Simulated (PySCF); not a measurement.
# C3H6BFTe: the cost of one run

Computed with PySCF 2.14.0 and routines of our own; the level stands in each step. Atoms count from 0.

## Step 1: The starting structure

12 atoms, charge 0, multiplicity 1; geometry from: GFN2-xTB.

## Step 2: Relaxing the molecule at PBE0-D3(BJ)/def2-SVP

What the job is given:

```
{"job": {"xc": "PBE0", "basis": "def2-SVP", "d3": "d3bj", "grid": 1, "maxiter": 30, "shake": 0.01, "kind": "geom"}, "charge": 0, "multiplicity": 1}
B      1.719880     0.075380     0.340200
C      0.641010    -0.131040    -0.773530
C     -0.771670     0.460050    -0.631070
C     -1.279270    -0.289670     0.570250
F     -1.327100     0.447780     1.709350
Te     0.271390    -1.807680     0.645900
H      1.507980     0.864350     1.199760
H      2.798620    -0.306010     0.144160
H      0.899230    -0.456030    -1.751550
H     -1.373110     0.274570    -1.491410
H     -0.735090     1.534800    -0.428410
H     -2.312190    -0.694750     0.457330
```

On the command line:

```sh
$ OMP_NUM_THREADS=1 python heavy_run.py task.json out
```

The driver reads the jobs from task.json and runs them one after another.

**Question.** How long does this first job take on 1 thread of Arm Neoverse V2, shared host, and how much memory does it need?

About 91 s, with a peak of 0.55 GiB.
